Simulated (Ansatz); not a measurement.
**C2H9OPSi: a ladder of functionals and wavefunction methods**

Aim: compute C2H9OPSi with functionals from several rungs and with coupled cluster, and see how far each lands from CCSD(T) at the basis-set limit for the atomisation energy.

Program: Ansatz 0.2.0, Gaussian basis. Level of theory: functionals in def2-TZVPP, the program's frozen cores in correlated methods. These are calculated values, not measurements.

Plan: PBE-D4, r2SCAN-D4, PBE0-D4, B3LYP-D4, ωB97X-V, ωB97M-V, B2PLYP; CCSD(T)/def2-TZVPP; MP2/def2-QZVPP; extrapolation to the limit.

## 1. Structure used throughout

The geometry comes from an earlier relaxation with PBE0-D4 in a triple-zeta def2 set; it is a stationary point, not always the lowest conformer.

14 atoms, charge 0, spin multiplicity 1.

Atoms are counted from 1 here; the program's logs count them from 0.

Bond lengths: C1–C2 1.524 Å, C1–H6 1.093 Å, C1–H7 1.092 Å, C1–H8 1.093 Å, C2–Si3 1.878 Å, C2–H9 1.095 Å, C2–H10 1.096 Å, Si3–P4 2.262 Å, Si3–H11 1.489 Å, Si3–H12 1.492 Å, P4–O5 1.672 Å, P4–H13 1.428 Å, O5–H14 0.960 Å. Angles: C2–C1–H6 111.3°, C2–C1–H7 111.1°, C2–C1–H8 111.6°, H6–C1–H7 107.5°, H6–C1–H8 107.5°, H7–C1–H8 107.6°, C1–C2–Si3 114.3°, C1–C2–H9 110.4°, C1–C2–H10 110.8°, Si3–C2–H9 107.3°, Si3–C2–H10 107.4°, H9–C2–H10 106.3°, C2–Si3–P4 112.8°, C2–Si3–H11 110.2°, C2–Si3–H12 111.7°, P4–Si3–H11 108.3°, P4–Si3–H12 105.2°, H11–Si3–H12 108.5° and more.

## 2. PBE-D4 (GGA)

in.yaml

```yaml
crystal:
  periodic: [false, false, false]
  atoms:
    - {symbol: C, position_ang: [-0.924274, 1.126051, 0.951827]}
    - {symbol: C, position_ang: [0.473723, 0.522440, 1.018160]}
    - {symbol: Si, position_ang: [0.600656, -1.213588, 0.314251]}
    - {symbol: P, position_ang: [-0.060156, -1.332441, -1.845962]}
    - {symbol: O, position_ang: [0.569594, 0.127353, -2.363578]}
    - {symbol: H, position_ang: [-0.952189, 2.116154, 1.413755]}
    - {symbol: H, position_ang: [-1.256455, 1.237019, -0.082782]}
    - {symbol: H, position_ang: [-1.658129, 0.501691, 1.468651]}
    - {symbol: H, position_ang: [1.185999, 1.148119, 0.470739]}
    - {symbol: H, position_ang: [0.832325, 0.482716, 2.053066]}
    - {symbol: H, position_ang: [2.004435, -1.703311, 0.401845]}
    - {symbol: H, position_ang: [-0.280268, -2.170798, 1.045710]}
    - {symbol: H, position_ang: [-1.390306, -0.915807, -1.536457]}
    - {symbol: H, position_ang: [0.842043, 0.045302, -3.280427]}
basis:
  gaussian: {orbitals: def2-TZVPP}
hamiltonian: {xc: pbe, dispersion: d4}
output: {forces: true, orbitals: {seedname: orbitals}}
```

Command:

```console
ansatz run in.yaml --threads 4 --pin off --events-out ev --progress --plain --max-ram 10444MiB
```

After this run come: r2SCAN-D4 (meta-GGA); PBE0-D4 (hybrid); B3LYP-D4 (hybrid); ωB97X-V (range-separated); ωB97M-V (range-separated); B2PLYP (double hybrid); CCSD(T) in def2-TZVPP; MP2 in def2-QZVPP.

**Question.** What will the summary of the whole plan be? Wanted: atomisation energy, CCSD(T)/CBS; farthest; mean size of error, hybrid; mean size of error, range-separated; gap, smallest and largest; T1 diagnostic; triples share of the correlation energy.

The runs gave:

| quantity | value |
| --- | --- |
| atomisation energy, CCSD(T)/CBS | 4878.2 kJ/mol |
| functionals within 24.4 kJ/mol (0.5 %) | r2SCAN-D4, PBE0-D4, B3LYP-D4, ωB97M-V |
| farthest | B2PLYP (-64.4 kJ/mol) |
| mean size of error, hybrid | 8.5 kJ/mol |
| mean size of error, range-separated | 26.3 kJ/mol |
| gap, smallest and largest | 4.20 eV (PBE-D4), 10.62 eV (ωB97X-V) |
| T1 diagnostic | 0.0120 |
| triples share of the correlation energy | 3.8 % |

What this shows: PBE-D4 is off by +52.8 kJ/mol. Double hybrids carry the basis error of their MP2 part in triple zeta, and no dispersion term here, so their miss is partly the set-up's. The reference freezes the cores and leaves out relativity and excitations past (T), so misses under about 24.4 kJ/mol can't be ranked. Hartree-Fock recovers 73 % of the binding; the rest is correlation. Orbital gaps span 4.2 to 10.6 eV; exact exchange widens them.
